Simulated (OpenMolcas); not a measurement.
# Re⁴⁺ with 6 ligands (chloride): CASSCF and CASPT2 levels and susceptibility

Aim: the ligand-field states of Re⁴⁺ in this surrounding, its lowest levels with spin-orbit coupling and its magnetic susceptibility.

Program: OpenMolcas 26.06. Level of theory: state-averaged CASSCF and CASPT2, spin-orbit coupling by RASSI with atomic mean-field integrals. These are calculated values, not measurements, unless marked.

**1. What is computed**

```
Species                           : Re⁴⁺ (rhenium, Z = 75, 71 electrons)
Basis                             : ANO-RCC-VDZP [7s6p4d2f1g], 176 functions with the ligands
Scalar Hamiltonian                : DKH2, point nucleus
Inactive shells                   : 1s 2s 2p 3s 3p 3d 4s 4p 4d 4f 5s 5p of the metal, and all ligand shells
Active space                      : 3 electrons in 5 orbitals (5d)
Some configurations of this space : 5d3
Orbitals                          : optimised for each spin and parity, averaged over all roots
```

The outer shells:

5d3
```
5d [↑ ][↑ ][↑ ][  ][  ]
```

Re⁴⁺ is taken with 6 ligands (chloride) in octahedron coordination (Oh) at 2.31 Å. A charge of +0.333 e stands 3.2 Å behind each ligand. Ligand basis ANO-RCC-VDZP. The distances are assumed, not relaxed.

```xyz
7

Re    0.0000    0.0000    0.0000
Cl    2.3100    0.0000    0.0000
Cl    0.0000    2.3100    0.0000
Cl   -2.3100    0.0000    0.0000
Cl    0.0000   -2.3100    0.0000
Cl    0.0000    0.0000    2.3100
Cl    0.0000    0.0000   -2.3100
```

Each step is its own input file, run in one work folder so that later steps find the files of earlier ones. Labels, J, g values, rates, χT and fits are worked out afterwards by a script from the matrices that RASSI stores. The input lists half of the charges; inversion (Group=XYZ) makes the rest.

**2. One- and two-electron integrals**

a.inp reads:

```
&GATEWAY
Coord
7

Re 0.0 0.0 0.0
Cl 2.310000 0.000000 0.000000
Cl 0.000000 2.310000 0.000000
Cl -2.310000 0.000000 0.000000
Cl 0.000000 -2.310000 0.000000
Cl 0.000000 0.000000 2.310000
Cl 0.000000 0.000000 -2.310000
Basis=Re.ANO-RCC-VDZP,Cl.ANO-RCC-VDZP
Group=XYZ
NoMove
AngMom=0.0 0.0 0.0
AMFI
RICD
XField
3 Angstrom 0
5.510000 0.000000 0.000000 0.333333
0.000000 5.510000 0.000000 0.333333
0.000000 0.000000 5.510000 0.333333
&SEWARD
```

Started as:

```console
> OMP_NUM_THREADS=1 MOLCAS_MEM=2457 MOLCAS_PROJECT=a pymolcas a.inp > a.log
```

**3. CASSCF: quartets of even parity, 10 roots**

a.inp reads:

```
&RASSCF
FileOrb=start.orb
Symmetry=1
Spin=4
nActEl=3 0 0
Inactive=42 46
Ras2=5 0
CIRoot=10 10 1
SDav=10
CIMx=300
Iter=150 100
PrWF=0.3
OrbListing=Nothing
MaxOrb=0
LevShft=1.0
>>> COPY $Project.JobIph JOB001
```

start.orb holds start orbitals that the driver prepared beforehand, or those of the step before.

**4. Reference wave functions, doublets of even parity, 40 roots**

a.inp reads:

```
&RASSCF
FileOrb=start.orb
Symmetry=1
Spin=2
nActEl=3 0 0
Inactive=42 46
Ras2=5 0
CIRoot=40 40 1
SDav=40
CIMx=300
Iter=150 100
PrWF=0.3
OrbListing=Nothing
MaxOrb=0
LevShft=1.0
>>> COPY $Project.JobIph JOB002
```

**5. RASSI: spin-orbit coupling between the states**

a.inp reads:

```
&RASSI
NrOfJobIphs=2 10 40
1 2 3 4 5 6 7 8 9 10
1 2 3 4 5 6 7 8 9 10 11 12 13 14 15 16 17 18 19 20 21 22 23 24 25 26 27
28 29 30 31 32 33 34 35 36 37 38 39 40
IphNames
JOB001
JOB002
EJob
SpinOrbit
DIPRint=1.0
SOCoupling=1000.0
Subsets=2
Property=9
'ANGMOM' 1 'ANGMOM' 2 'ANGMOM' 3 'MLTPL  1' 1 'MLTPL  1' 2 'MLTPL  1' 3
'AMFI' 1 'AMFI' 2 'AMFI' 3
SOProperty=3
'ANGMOM' 1 'ANGMOM' 2 'ANGMOM' 3
```

**6. CASPT2: IPEA 0.25, imaginary shift 0.1 (closed shells correlated: 5s 5p of the metal, with ligand shells; the Frozen line counts the rest)**

a.inp reads:

```
>>> COPY JOB001 $Project.JobIph
&CASPT2
Multistate=10 1 2 3 4 5 6 7 8 9 10
NoMult
Frozen=29 31
IPEA=0.25
Imaginary=0.1
MaxIter=60
WThr=0.0 0.3 0.05
PrWF=0.5
NoMix
>>> COPY JOB002 $Project.JobIph
&CASPT2
Multistate=40 1 2 3 4 5 6 7 8 9 10 11 12 13 14 15 16 17 18 19 20 21 22
23 24 25 26 27 28 29 30 31 32 33 34 35 36 37 38 39 40
NoMult
Frozen=29 31
IPEA=0.25
Imaginary=0.1
MaxIter=60
WThr=0.0 0.3 0.05
PrWF=0.5
NoMix
```

(Steps that only read results are left out.)

What does the calculation give? Wanted: spin-free ground state; first state of the same spin within the active space; lowest level; next level.

The runs gave:

| quantity | value |
| --- | --- |
| method | SS-CASPT2, IPEA 0.25, imaginary shift 0.1 (closed shells correlated: 5s 5p of the metal, with ligand shells; the Frozen line counts the rest) |
| spin-free ground state | 4A2, 1-fold in its orbital part |
| first state of the same spin within the active space | 4T2 at 30600 cm⁻¹ |
| lowest level | 4-fold Γ8 |
| next level | 8737.2 cm⁻¹ |
| χT at 300 K | 1.44 cm³ K/mol |
| effective moment at 300 K | 3.40 μB |

Cost by method:

```csv
method,time of its own steps,time with the reference
A. CASSCF,55 s,55 s
"B. SS-CASPT2, IPEA 0.25, imaginary shift 0.1, +5s 5p",4.2 min,5.1 min
```

Times are of one thread on a shared host.

**Reading.** The spin-free ground state (4A2) is 1-fold and keeps the highest spin of the shell. χT at 300 K is 1.44, against 1.88 cm³ K/mol for the spin alone, so spin-orbit coupling lowers it. CASPT2 does not keep the components of a term degenerate, and the means are used. The bonds are covalent and no ligand orbital is active, so the numbers are rough.
